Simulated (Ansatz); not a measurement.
# Co3Si8Ni: the cost of one run

Method: DFT PBE, scalar-relativistic, plane waves, PAW, in Ansatz 0.2.0.

### Step 1. The starting structure

The structure is tetragonal, space group P4/mmm (No. 123). The conventional cell has a = 3.795 Å, b = 3.795 Å, c = 10.757 Å, α = 90.00°, β = 90.00°, γ = 90.00°. Around Co (site symmetry 4/mmm) lie 8 Si at 2.32 Å. Co (site symmetry 4mm) is surrounded by 8 Si at 2.30 to 2.34 Å. Si (site symmetry 2mm) is surrounded by 4 Co at 2.32 to 2.34 Å and 6 Si at 2.66 to 2.68 Å. Si (site symmetry 2mm) has 2 Co at 2.30 Å and 2 Ni at 2.34 Å in its first shell of neighbours. Ni (site symmetry 4/mmm) has 8 Si at 2.34 Å in its first shell of neighbours.

Coordinates:

```xyz
12
Lattice="3.7951 0.0000 0.0000 0.0000 3.7951 0.0000 0.0000 0.0000 10.7568" Properties=species:S:1:pos:R:3 pbc="T T T"
Co    0.0000    0.0000    0.0000
Co    1.8975    1.8975    2.7032
Co    1.8975    1.8975    8.0536
Si    1.8975    0.0000    1.3361
Si    0.0000    1.8975    4.0010
Si    1.8975    0.0000    6.7558
Si    0.0000    1.8975    9.4207
Si    1.8975    0.0000    4.0010
Si    0.0000    1.8975    6.7558
Si    1.8975    0.0000    9.4207
Si    0.0000    1.8975    1.3361
Ni    0.0000    0.0000    5.3784
```

The start is the relaxed end of an invented cell (made as: elements ordered on the sites of the Si2Ni type, Co/Ni on Ni (P4/mmm, No. 123)), taken up again for a closer look.

### Step 2. Probe: one point on a coarse mesh

Contents of input.yaml:

```yaml
crystal:
  lattice:
    - [3.7950919, 0.0, 0.0]
    - [0.0, 3.7950919, 0.0]
    - [0.0, 0.0, 10.7567548]
  atoms:
    - { symbol: Co, position: [0.0, 0.0, 0.0] }
    - { symbol: Co, position: [0.5, 0.5, 0.251299] }
    - { symbol: Co, position: [0.5, 0.5, 0.748701] }
    - { symbol: Si, position: [0.5, 0.0, 0.124207] }
    - { symbol: Si, position: [0.0, 0.5, 0.37195] }
    - { symbol: Si, position: [0.5, 0.0, 0.62805] }
    - { symbol: Si, position: [0.0, 0.5, 0.875793] }
    - { symbol: Si, position: [0.5, 0.0, 0.37195] }
    - { symbol: Si, position: [0.0, 0.5, 0.62805] }
    - { symbol: Si, position: [0.5, 0.0, 0.875793] }
    - { symbol: Si, position: [0.0, 0.5, 0.124207] }
    - { symbol: Ni, position: [0.0, 0.0, 0.5] }
basis:
  ecutwfc: 420
kpoints:
  mp_grid: { grid: [4, 4, 2] }
hamiltonian:
  xc: pbe
scf:
  occupations: { method: gaussian, width: 0.1 }
  lower_state_search: "off"
output:
  forces: true
  stress: true
  eigenvalues: true
```

Started as:

```
$ ansatz run input.yaml --threads 4 --pin off --max-ram 8192MiB --backend cpu --events-out ev --progress --plain --runs-dir out
```

What time and memory should one allow on 4 threads of Arm Neoverse V2, shared host?

About 2.4 s, with a peak of 0.6 GiB.
